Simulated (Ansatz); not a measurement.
CoSi2, space group Fm-3m: an equation of state with a fit, run with Ansatz 0.2.0 through its Python package.

`cosi2_eos.py`:
```python
# -*- coding: utf-8 -*-
"""Equation of state of CoSi2."""

import ansatz as az
import numpy as np
from pymatgen.analysis.eos import EOS

vectors0 = np.array([
    [0.0, 2.678, 2.678],
    [2.678, 0.0, 2.678],
    [2.678, 2.678, 0.0],
])
sites = [
    ("Co", (0.0, 0.0, 0.0), 1.8),
    ("Si", (0.25, 0.25, 0.25), 0.0),
    ("Si", (0.75, 0.75, 0.75), 0.0),
]


def make_crystal(cell):
    crystal = az.Crystal(lattice=az.Lattice.of(cell))
    for symbol, position, moment in sites:
        crystal = crystal.atom(symbol, position, moment=moment or None)
    return crystal

# uniform scaling of the cell
volumes, energies, pressures = [], [], []
for scale in np.linspace(0.88, 1.12, 7):
    cell = vectors0 * scale ** (1 / 3)
    calculation = (
        make_crystal(cell).calculation()
        .spin("collinear")
        .occupations(az.OccupationsMethod.FERMI_DIRAC, width=100 * az.meV)
        .functional("PBE")
        .basis(550)
        .kpoints(9, 9, 9)
        .stress()
    )
    data = calculation.run(threads=1).report
    volumes.append(abs(np.linalg.det(cell)) / len(sites))
    energies.append(data["free_energy_ev"] / len(sites))
    pressures.append(np.trace(data["stress_gpa"]) / 3)
    print(f"V = {volumes[-1]:8.4f} A^3/atom  F = {energies[-1]:.5f} eV/atom  P = {pressures[-1]:8.3f} GPa")

for form in ["pourier_tarantola"]:
    fit = EOS(eos_name=form).fit(volumes, energies)
    print(f"{form:18s} V0 {fit.v0:8.4f} A^3/atom  B0 {fit.b0_GPa:7.1f} GPa  B1 {fit.b1:5.2f}")
```

Its results, one of them left out:

| V (Å³/atom) | F less the lowest row shown (meV/atom) |
| --- | --- |
| 11.267 | 136.22 |
| 11.780 | 57.12 |
| 12.292 | ? |
| 12.804 | 0.00 |
| 13.316 | 9.10 |
| 13.828 | 36.62 |
| 14.340 | 78.32 |

What is the missing energy at 12.292 Å³ an atom?

A third-order Birch-Murnaghan fit, E = E0 + (9 V0 B0 / 16) [(t - 1)³ B' + (t - 1)² (6 - 4t)] with t = (V0/V)^(2/3), through the 6 rows shown gives V0 = 12.841 Å³, B0 = 176.7 GPa, B' = 4.68 and E0 = 0.07 meV. At V = 12.292 Å³, t = 1.02956, and the fit interpolates to 14.13 meV. The run gave 14.09 meV, a miss of 0.04 meV.

Caveats:
- The SCF didn't keep the moments it started from (some shrank, vanished or turned); what is printed is the state reached.
- For a metal this k-point mesh is coarse: on a finer one energies can move by several to tens of meV an atom and pressures by half a GPa or more, differences at one mesh by less.
- Of the deposited cell: the entry's cell lengths or inner coordinates differ somewhat from later room-temperature determinations.
- Pressure is positive in compression.
- The starting cell is as deposited in a crystallographic database; the results hold for this polymorph, which needn't be the stable one.
- The whole script took 41 s on 1 thread of Arm Neoverse V1, with other jobs on the host, peak memory 0.54 GiB.
